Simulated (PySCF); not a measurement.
**From one method to the next for GaSb (triplet)**

What do other methods print for GaSb (triplet)?

Computed with PySCF 2.14.0. Level: each script names its method and basis.

4 further runs of the same task are left out: 4 that didn't finish.

## 1. The system as given

GaSb (triplet): 2 atoms, charge 0, spin multiplicity 3.

No contacts short enough for the rule that draws bonds.

## 2. The base run

input.py reads:

```python
from pyscf import gto, dft

mol = gto.M(
    atom='Ga 0 0 0; Sb 0 0 2.955',
    basis='def2-svp',
    ecp={'Sb': 'def2-svp'},
    charge=0,
    spin=2,
    verbose=4,
)
mf = dft.ROKS(mol, xc='hcth407')
mf = mf.newton()
mf.kernel()
mf.dip_moment()
print('orbital energies (hartree):', mf.mo_energy[..., max(0, mol.nelec[1]-3):mol.nelec[0]+3].round(4))
```

Command:

```
$ OMP_NUM_THREADS=1 python input.py
```

## 3. Revpbe

Run 1 changes functional: hcth407 → revpbe.

input.py, as its differences from that of step 2:

```diff
@@ -10,3 +10,3 @@
 )
-mf = dft.ROKS(mol, xc='hcth407')
+mf = dft.ROKS(mol, xc='revpbe')
 mf = mf.newton()
```

## 4. MP2 (UHF)

Run 2 changes step after the SCF: none → mp2; SCF type: ROKS → UHF; functional: hcth407 → none (Hartree–Fock).

input.py reads:

```python
from pyscf import gto, scf, mp

mol = gto.M(
    atom='Ga 0 0 0; Sb 0 0 2.955',
    basis='def2-svp',
    ecp={'Sb': 'def2-svp'},
    charge=0,
    spin=2,
    verbose=4,
)
mf = scf.UHF(mol)
mf = mf.newton()
mf.kernel()
mp.MP2(mf).kernel()
mf.dip_moment()
print('orbital energies (hartree):', [e[max(0, n-3):n+3].round(4) for e, n in zip(mf.mo_energy, mol.nelec)])
```

**Question.** What will these runs give? Wanted: for each run, E(SCF); from base; gap, α spin; SCF dipole; after the SCF.

The runs gave:

| run | E(SCF) (hartree) | from base (eV) | cycles | gap, α spin (eV) | SCF dipole (D) | after the SCF |
| --- | --- | --- | --- | --- | --- | --- |
| base | -2166.485872 | 0 | 6 macro | n/a | 2.25 | n/a |
| revpbe | -2164.728187 | not comparable | 7 macro | n/a | 2.29 | n/a |
| MP2 (UHF) | -2162.248679 | not comparable | 5 macro | 9.50 | 0.26 | MP2 correlation -8.300 eV |

Total energies of different functionals can't be compared with each other; differences within one functional can.
